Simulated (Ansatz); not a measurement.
Geometry optimisation, DFT PBE, scalar-relativistic, plane waves, PAW in Ansatz.

The input (input.yaml):

```yaml
crystal:
  lattice:
    - [-4.1773, -4.1773, 0.0]
    - [4.1773, -4.1773, 0.0]
    - [0.0, 0.0, 5.331]
  atoms:
    - { symbol: Si, position: [0.5, 0.5, 0.0] }
    - { symbol: Si, position: [0.0, 0.5, 0.25] }
    - { symbol: O, position: [0.19386, 0.5, 0.0] }
    - { symbol: O, position: [0.0, 0.19386, 0.25] }
    - { symbol: O, position: [0.80614, 0.5, 0.0] }
    - { symbol: O, position: [0.0, 0.80614, 0.25] }
    - { symbol: Si, position: [0.5, 0.5, 0.5] }
    - { symbol: Si, position: [0.0, 0.5, 0.75] }
    - { symbol: O, position: [0.19386, 0.5, 0.5] }
    - { symbol: O, position: [0.0, 0.19386, 0.75] }
    - { symbol: O, position: [0.80614, 0.5, 0.5] }
    - { symbol: O, position: [0.0, 0.80614, 0.75] }
    - { symbol: Si, position: [0.0, 0.0, 0.0] }
    - { symbol: Si, position: [0.5, 0.0, 0.25] }
    - { symbol: O, position: [0.69386, 0.0, 0.0] }
    - { symbol: O, position: [0.5, 0.69386, 0.25] }
    - { symbol: O, position: [0.30614, 0.0, 0.0] }
    - { symbol: O, position: [0.5, 0.30614, 0.25] }
    - { symbol: Si, position: [0.0, 0.0, 0.5] }
    - { symbol: Si, position: [0.5, 0.0, 0.75] }
    - { symbol: O, position: [0.69386, 0.0, 0.5] }
    - { symbol: O, position: [0.5, 0.69386, 0.75] }
    - { symbol: O, position: [0.30614, 0.0, 0.5] }
    - { symbol: O, position: [0.5, 0.30614, 0.75] }
    - { symbol: O, position: [0.2407536, 0.6347723, 0.7456956], spin: 1.0 }
magnetization:
  spin_polarized: true
basis:
  ecutwfc: 420.0
kpoints:
  mp_grid: { grid: [2, 2, 2] }
hamiltonian:
  xc: pbe
  pseudopotentials: { kind: paw, azcp: { folder: soft_1 } }
scf:
  occupations: { method: gaussian, width: 0.05 }
  lower_state_search: "off"
relax:
  f_tol: 0.03
  max_steps: 60
  adjacent_minimum: "off"
```

Run as:

```bash
$ ansatz run input.yaml --threads 2 --pin off --max-ram 5120MiB --backend cpu --events-out ev --progress --plain --runs-dir out
```

Problem. Where does it end, and by what steps?

Solution. It converged. Limits of this set-up: coarse k mesh, a small cell, in which the defect meets its images, a typed lattice constant that wasn't relaxed here. After 15 steps the energy has fallen by 10.689 eV; O25 moved furthest, 1.20 Å. The start is strongly strained (largest force component 12 eV/Å). Joined: O12–O25 (1.75 → 1.43 Å), Si19–O25 (2.90 → 1.77 Å).

```tsv
step	energy less start (eV)	largest force component (eV/Å)	accepted
0	0.0000	12.379	yes
1	-5.2476	5.839	yes
2	-7.3147	1.797	yes
3	-7.9460	1.306	yes
4	-8.6274	4.822	yes
5	-9.6172	2.563	yes
6	-10.1677	3.026	yes
7	-10.3555	1.143	yes
8	-10.3825	1.196	yes
9	-10.6129	0.675	yes
10	-10.6309	0.693	yes
11	-10.6858	0.147	yes
12	-10.6815	0.180	no
13	-10.6861	0.347	yes
14	-10.6885	0.088	yes
15	-10.6892	0.025	yes
```

```xyz
25
Lattice="-4.1773 -4.1773 0.0000 4.1773 -4.1773 0.0000 0.0000 0.0000 5.3310" Properties=species:S:1:pos:R:3
Si -0.086 -4.222 -0.011
Si 2.024 -2.128 1.305
O 1.172 -2.902 -0.015
O 0.762 -0.834 1.374
O -1.461 -5.398 -0.018
O 3.300 -3.388 1.340
Si -0.074 -4.219 2.646
Si 1.859 -2.045 3.943
O 1.064 -2.850 2.578
O 0.673 -0.809 3.984
O -1.371 -5.481 2.664
O 3.853 -2.969 4.438
Si 0.028 -0.059 0.099
Si -2.104 -2.122 1.344
O -2.777 -2.974 0.067
O 0.743 -5.046 1.314
O -1.297 -1.257 -0.003
O -0.870 -3.422 1.327
Si -0.095 -0.012 2.638
Si -2.127 -2.124 4.005
O -2.962 -2.939 2.664
O 0.766 -5.009 3.991
O -1.312 -1.360 2.641
O -0.864 -3.398 3.981
O 2.800 -3.526 3.657
```

Whether the end is a true minimum wasn't checked by a vibrational analysis.

Time of the run: 80 s on 2 threads of Intel(R) Xeon(R) 6975P-C (Granite Rapids), with other jobs on the host, peak memory 0.63 GiB.
